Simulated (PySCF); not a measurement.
# OsNI: structure of the triplet

Where does triplet OsNI go from a B3LYP minimum start, is the end point a minimum, and what are its modes, charges and moments?

The runs use PySCF 2.14.0; B3LYP, basis Os def2-SVP with ECP60, N def2-SVP, I def2-SVP with ECP28, scalar-relativistic core potentials, no spin–orbit coupling, density fitting.

### 1 The system as given

3 atoms, charge 0, spin multiplicity 3.

Bond lengths: Os1–N2 1.635 Å, Os1–I3 2.610 Å. Angles: N2–Os1–I3 124.0°.

```xyz
3
charge 0 multiplicity 3
Os   -0.0435    0.3215   -0.9018
N     0.0962   -0.7115   -2.1609
I     0.0551   -0.4079    1.6024
```

### 2 The SCF at the typed geometry

One driver script runs all steps and calls PySCF; scf.py shows how it sets up the SCF of each step. The optimiser is the driver's own. After this first run the driver tries any further starts and a stability analysis.

Input file scf.py:

```python
from pyscf import gto, scf, dft
mol = gto.M(atom='''
Os    -0.043467     0.321547    -0.901831
N      0.096181    -0.711499    -2.160942
I      0.055135    -0.407861     1.602397''',
    basis={'Os': 'def2-SVP', 'N': 'def2-SVP', 'I': 'def2-SVP'},
    ecp={'Os': 'def2-SVP', 'I': 'def2-SVP'},
    charge=0, spin=2)
mf = dft.UKS(mol, xc='B3LYP')
mf.grids.atom_grid = (50, 194)
aux = {'Os': 'def2-universal-JKFIT', 'N': 'def2-universal-JKFIT', 'I': 'def2-universal-JKFIT'}
mf = mf.density_fit(auxbasis=aux)
mf.conv_tol = 1e-08
mf.diis_space = 10
mf.max_cycle = 60
mf.init_guess = 'minao'
mf.verbose = 4
mf.kernel()
```

Command:

```
$ OMP_NUM_THREADS=2 python axn.py task.json out
```

Standard output:

```text
init E= -399.702499980363
[... the frontier-level lines of each cycle are left out ...]
cycle= 1 E= -440.062548681756  delta_E= -40.4  |g|= 2.67  |ddm|= 8.54
cycle= 2 E= -426.057941507153  delta_E=   14  |g|= 4.68  |ddm|= 7.89
cycle= 3 E= -442.38343149736  delta_E= -16.3  |g|= 1.11  |ddm|= 6.26
cycle= 4 E= -438.01916261877  delta_E= 4.36  |g|= 2.53  |ddm|= 3.62
cycle= 5 E= -442.871084250723  delta_E= -4.85  |g|= 0.82  |ddm|= 2.85
cycle= 6 E= -442.68371518839  delta_E= 0.187  |g|= 0.996  |ddm|= 1.62
cycle= 7 E= -443.17371772842  delta_E= -0.49  |g|= 0.088  |ddm|= 0.971
cycle= 8 E= -443.177411285272  delta_E= -0.00369  |g|= 0.0361  |ddm|= 0.126
cycle= 9 E= -443.178113835218  delta_E= -0.000703  |g|= 0.0104  |ddm|= 0.057
cycle= 10 E= -443.178241129119  delta_E= -0.000127  |g|= 0.00375  |ddm|= 0.0275
cycle= 11 E= -443.178269991662  delta_E= -2.89e-05  |g|= 0.0014  |ddm|= 0.0137
cycle= 12 E= -443.178278212261  delta_E= -8.22e-06  |g|= 0.000552  |ddm|= 0.00956
cycle= 13 E= -443.178279126081  delta_E= -9.14e-07  |g|= 0.00038  |ddm|= 0.00247
cycle= 14 E= -443.178279431667  delta_E= -3.06e-07  |g|= 0.000168  |ddm|= 0.00114
cycle= 15 E= -443.178279555462  delta_E= -1.24e-07  |g|= 8.59e-05  |ddm|= 0.00103
cycle= 16 E= -443.178279571455  delta_E= -1.6e-08  |g|= 3.4e-05  |ddm|= 0.000283
cycle= 17 E= -443.178279577633  delta_E= -6.18e-09  |g|= 1.06e-05  |ddm|= 0.000281
Extra cycle  E= -443.178279578269  delta_E= -6.36e-10  |g|= 1.38e-05  |ddm|= 7.23e-05
converged SCF energy = -443.178279578269  <S^2> = 2.0136457  2S+1 = 3.0090834
```

This step, with its further starts and checks, ran for 20 s (2 threads of Arm Neoverse N1, shared host).

Energies from each starting density:

| start | energy (Eh) |
| --- | --- |
| the minimal-basis guess | -443.178280 |
| a thermally smeared density | -443.183459 |
| a smeared PBE density | -443.183459 |

This is not the lowest solution: one lies 13.6 kJ/mol lower, at -443.18346 Eh, and the relaxation starts from that.

### 3 Relaxing the triplet from the B3LYP minimum start

The program finds Cs symmetry in the start, which this walk keeps. Threshold on the gradient: 0.0003 Eh/bohr, with a further test on the energy change.

scf.py: that of step 2 with these lines changed.

```diff
@@ -3,3 +3,3 @@
-Os    -0.043467     0.321547    -0.901831
-N      0.096181    -0.711499    -2.160942
-I      0.055135    -0.407861     1.602397''',
+Os    -0.043466     0.321541    -0.901755
+N      0.096182    -0.711505    -2.160866
+I      0.055136    -0.407867     1.602473''',
@@ -16 +15,0 @@
-mf.init_guess = 'minao'
```

Steps of the walk:

```csv
step,energy (Eh),change (kJ/mol),largest symmetric gradient (Eh/bohr)
0,-443.183459,0.00,0.00010
```

The walk took 3 s.

End point (Cs, 0 steps, 0.0 kJ/mol gained): Os–I 2.610 Å, Os–N 1.635 Å; I–Os–N 124.0°.

### 4 Is it a minimum? Harmonic modes

The point is checked on the finer grid, and tightened if its gradient asks for it. The Hessian and the dipole derivatives come from central differences of analytic gradients, with steps of 0.02 bohr.

scf.py: that of step 3 with these lines changed.

```diff
@@ -3,3 +3,3 @@
-Os    -0.043466     0.321541    -0.901755
-N      0.096182    -0.711505    -2.160866
-I      0.055136    -0.407867     1.602473''',
+Os    -0.043476     0.321616    -0.901806
+N      0.096188    -0.711552    -2.160946
+I      0.055140    -0.407896     1.602605''',
@@ -10 +10 @@
-mf.grids.atom_grid = (50, 194)
+mf.grids.atom_grid = (75, 302)
@@ -13 +13 @@
-mf.conv_tol = 1e-08
+mf.conv_tol = 1e-10
```

The driver hands on the density of the step before, so the log starts near convergence.

SCF at the final geometry:

```text
init E= -443.183480342301
[... the frontier-level lines of each cycle are left out ...]
cycle= 1 E= -443.18348034223  delta_E= 7.07e-11  |g|= 1.28e-05  |ddm|= 2.15e-05
cycle= 2 E= -443.183480341325  delta_E= 9.05e-10  |g|= 4.68e-05  |ddm|= 5.55e-05
cycle= 3 E= -443.183480342273  delta_E= -9.48e-10  |g|= 9.25e-06  |ddm|= 3.9e-05
cycle= 4 E= -443.183480342319  delta_E= -4.57e-11  |g|= 5.39e-07  |ddm|= 1.01e-05
Extra cycle  E= -443.183480342321  delta_E= -2.39e-12  |g|= 8.24e-07  |ddm|= 1.65e-06
converged SCF energy = -443.183480342321  <S^2> = 2.0120709  2S+1 = 3.0080365
```

The whole step took 76 s.

Geometry: Cs; Os–I 2.610 Å, Os–N 1.635 Å; I–Os–N 124.0°.

Modes, for the most abundant isotopes:

| symmetry | ω (cm⁻¹) | IR (km/mol) | μ (u) | type |
| --- | --- | --- | --- | --- |
| a' | 131 | 1.1 | 17.85 | bend |
| a' | 203 | 10.9 | 76.18 | mixed |
| a' | 1160 | 51.4 | 14.92 | stretch |

Every mode is real; the point is a minimum.

Constants and moments:

```
Dipole moment                                                   : 1.51 D
Highest occupied level                                          : -6.56 eV
Lowest empty level                                              : -4.30 eV
Rotational constants                                            : 0.7544, 0.02937, 0.02827 cm⁻¹
Zero-point energy                                               : 8.9 kJ/mol
Principal polarisabilities                                      : 51.6, 54.6, 107.5 bohr³
Atomisation energy without zero-point energy                    : 755 kJ/mol
Principal traceless quadrupole moments about the centre of mass : -3.81, 0.18, 3.63 D Å
Entropy at 298.15 K and 1 bar (electronic part: spin only)      : 326.1 J/(mol K)
Heat capacity Cp at 298.15 K                                    : 49.9 J/(mol K)
Enthalpy at 298.15 K above 0 K                                  : 13.20 kJ/mol
Rotational symmetry number                                      : 1
Spin squared ⟨S²⟩                                               : 2.012
```

Populations by atom (charges in e):

| atom | Mulliken | Löwdin | polar tensor | spin (Mulliken) | Mayer order to Os1 |
| --- | --- | --- | --- | --- | --- |
| Os1 | 0.29 | -0.22 | 0.73 | 1.77 | – |
| N2 | -0.15 | 0.09 | -0.38 | 0.07 | 2.83 |
| I3 | -0.14 | 0.13 | -0.35 | 0.16 | 1.23 |

Outer orbital energies (eV). α occupied: -11.13, -10.97, -9.84, -9.20, -8.13, -7.54, -7.53, -6.56; empty: -3.32, -2.73, -1.02, 0.49. β occupied: -19.13, -11.00, -10.80, -10.74, -9.31, -8.02, -7.91, -7.08; empty: -4.30, -3.99, -2.98, -2.30.

Mulliken populations on Os1 (outside its core potential): s 2.97, p 6.33, d 6.37, f 0.04.

### 5 Outcome

| quantity | value |
| --- | --- |
| minimum | triplet, Cs |
| geometry | Os–I 2.610 Å, Os–N 1.635 Å; I–Os–N 124.0° |
| wavenumbers (cm⁻¹) | 131 (a'), 203 (a'), 1160 (a') |
| dipole moment | 1.51 D |
| highest occupied, lowest empty level (either spin) | -6.56, -4.30 eV |
| polar-tensor charge of Os1 | +0.73 e |
| zero-point energy | 8.9 kJ/mol |
| entropy at 298.15 K | 326.1 J/(mol K) |
| atomisation energy (no zero-point energy) | 755 kJ/mol |
| ⟨S²⟩ | 2.012 |

What this shows: The B3LYP minimum start keeps its Cs symmetry and ends in a minimum. In the infrared the band at 1160 cm⁻¹ (a', stretch) leads. Most of the spin sits on Os1 (Mulliken spin 1.77, against 2 for the whole molecule). The first SCF alone would have been 14 kJ/mol too high. Other starts or spin states, not run here, may lie lower. One determinant may miss the lowest occupation of an open d or f shell. With an element this heavy the missing spin–orbit coupling can shift these numbers.

The search up to here took 98 s.
